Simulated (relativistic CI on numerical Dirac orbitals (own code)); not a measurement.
**Ru²³⁺: E1 transition arrays**

Aim: all E1 lines from the first configuration of Ru²³⁺, summed into arrays with their mean energies and widths.

Program: relativistic CI on numerical Dirac orbitals (own code) version 3. Level of theory: Dirac-Coulomb-Breit CI, KLI orbitals optimised for each configuration, model QED (radiative potential, 1s self-energy scaled to tabulated hydrogen-like ionisation energies), valence Slater integrals scaled by 0.9, whole transition arrays. These are calculated values, not measurements, unless marked.

**1. The system**

- ion: Ru²³⁺ (Ru XXIV)
- nuclear charge: 44
- electrons: 21
- isotope: A = 102
- configurations: [Ar] 3d3; [Ar] 3d2 4f; [Ne] 3s2 3p5 3d4; [Ar] 3d2 4p; [Ar] 3d2 5f

The outer shells:

[Ar] 3d3
```
[Ar] core
3d [↑ ][↑ ][↑ ][  ][  ]
```

**2. Main run**

Input settings:

```ini
atom Ru  Z=44  charge=23  electrons=21
nucleus A=102  rms_radius_fm=4.4809
hamiltonian dirac-coulomb  breit=on  qed=on  c_scale=1
orbitals kli  potential=per-configuration
slater_scale 0.9
correlation none
mixing on
configurations
  [Ar] 3d3
  [Ar] 3d2 4f
  [Ne] 3s2 3p5 3d4
  [Ar] 3d2 4p
  [Ar] 3d2 5f
end
arrays E1 from the first configuration
```

**3. Without configuration mixing**

Settings: those of step 2 with these lines changed.

```diff
@@ -6,3 +6,3 @@
 correlation none
-mixing on
+mixing off
 configurations
```

**4. Slater integrals scaled by 1**

Settings: those of step 3 with these lines changed.

```diff
@@ -4,5 +4,5 @@
 orbitals kli  potential=per-configuration
-slater_scale 0.9
+slater_scale 1
 correlation none
-mixing off
+mixing on
 configurations
```

**5. Slater integrals scaled by 0.8**

Settings: those of step 4 with these lines changed.

```diff
@@ -4,3 +4,3 @@
 orbitals kli  potential=per-configuration
-slater_scale 1
+slater_scale 0.8
 correlation none
```

(Steps that only read results are left out.)

**Question.** What will these runs give? Wanted: strongest array, main run; lines in all.

**Answer**, as computed:

The array to 3p6 3d2 4f, the strongest of the main run, in each run:

| run | time | mean (eV) | width (eV) | gf sum | strongest line (nm) | strongest array of the run |
| --- | --- | --- | --- | --- | --- | --- |
| main run | 0.27 s | 604.21 | 5.46 | 289.3 | 2.038 | 3p6 3d2 4f |
| without configuration mixing | 0.27 s | 604.06 | 5.42 | 277.9 | 2.038 | 3p6 3d2 4f |
| Slater integrals scaled by 1 | 0.27 s | 604.79 | 5.94 | 291.6 | 2.035 | 3p6 3d2 4f |
| Slater integrals scaled by 0.8 | 0.27 s | 603.63 | 4.98 | 287.1 | 2.042 | 3p6 3d2 4f |

```
                 quantity                     value
strongest array, main run  to 3p6 3d2 4f, 721 lines
       its mean and width  604.2 ± 5.5 eV (2.05 nm)
      its share of all gf                      53 %
             lines in all                      3626
```

In words: The array to 3p6 3d2 4f carries 53 % of the oscillator strength, around 2.05 nm. Configuration mixing moves its mean by +0.14 eV and changes its gf sum by +4 %. All levels of the first configuration count with their statistical weight; no plasma population is modelled.
